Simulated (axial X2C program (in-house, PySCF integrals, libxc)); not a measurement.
# Linear GeNC⁺ at several levels

An exercise on one series of results from a longer session: the logs are not shown, and one member is left open.

Program: an in-house X2C program for linear molecules on PySCF integrals. Level of theory: all-electron X2C, two-component (2c) or spin-free, Ge dyall-v3z, N dyall-av3z, C dyall-v3z. These are calculated values, not measurements.

All values are calculated.

1 further run of the same task is left out (set aside as unsound or not needed).

The first run:

Input file task.json:

```json
{
 "zs": [
  32,
  7,
  6
 ],
 "q": 1,
 "bas": [
  "dyall-v3z",
  "dyall-av3z",
  "dyall-v3z"
 ],
 "r0": [
  1.87,
  1.17
 ],
 "symm": 0,
 "scan": [
  "PBE0",
  "HF",
  "B3LYP"
 ],
 "levels": [
  "PBE0",
  "HF",
  "BHandHLYP"
 ],
 "nst": 2
}
```

Keys: zs atomic numbers; q charge; bas basis sets; r0 starting distance in Å; symm equal bonds; scan levels of the two-bond scan (MP2 follows by itself at each HF point); levels methods; nst determinants followed.

The run is started by

```sh
$ python solin.py task.json out
```

Masses Ge 73.921, N 14.003, C 12.000 u.

Among the steps run: Scan at PBE0, 2c; Scan at HF, 2c; Scan at B3LYP, 2c.

One table of the session follows, with a row left open; its other results are not shown here.

| level | r(Ge–N) (Å) | r(N–C) (Å) | lower stretch (cm⁻¹) | upper stretch (cm⁻¹) |
| --- | --- | --- | --- | --- |
| PBE0, 2c | 1.779 | 1.199 | 603.2 | 2004.9 |
| HF, 2c | 1.759 | 1.179 | 642.6 | 2133.0 |
| B3LYP, 2c | 1.790 | 1.200 | 590.3 | 1984.9 |
| MP2, 2c | 1.781 | 1.209 | 598.0 | 1961.3 |
| PBE0, spin-free | 1.779 | 1.199 | 603.6 | 2004.7 |
| HF, spin-free | ? | ? | ? | ? |
| B3LYP, spin-free | 1.790 | 1.200 | 590.7 | 1984.8 |
| MP2, spin-free | 1.781 | 1.209 | 598.3 | 1961.0 |

**Question.** Estimate the row for HF, spin-free.

The run gave: r(Ge–N) (Å): 1.759; r(N–C) (Å): 1.179; lower stretch (cm⁻¹): 642.9; upper stretch (cm⁻¹): 2132.8.

Scans not shown above were run alike.

MP2 freezes inner shells (threshold -2 hartree). The molecule was held linear; bending was not examined, so a bent shape may lie lower.
